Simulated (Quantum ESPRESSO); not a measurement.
Crystal: NbSi.

```xyz
2
Lattice="0.0000 2.5738 2.5738 2.5738 0.0000 2.5738 2.5738 2.5738 0.0000" Properties=species:S:1:pos:R:3 pbc="T T T"
Nb    0.0000    0.0000    0.0000
Si    2.5738    2.5738    2.5738
```

The cell was built by a generator and needn't be a form met in nature.

Base run:

- Program: Quantum ESPRESSO 7.5
- Functional: PBE
- Potentials or basis: SSSP 1.3 efficiency PBE
- Cutoff: 748 eV
- Density cutoff: 5987 eV
- k mesh: 9 × 9 × 9
- Occupations: fermi-dirac, width 0.05 eV
- Spin: no spin polarisation
- Hubbard terms: Nb d U = 1 eV

Its results: band gap on the k mesh none (metal or under the smearing width); pressure 0.2 GPa.

**Question.** The run is repeated on the same cell with these changes: hubbard terms from Nb d U = 1 eV to Nb d U = 5 eV. What comes out?

**Answer.** Band gap on the k mesh none (metal or under the smearing width); pressure 2.4 GPa.

Caveats: U without spin polarisation on a metal has little footing; the U is typed as a test and isn't derived for this compound.
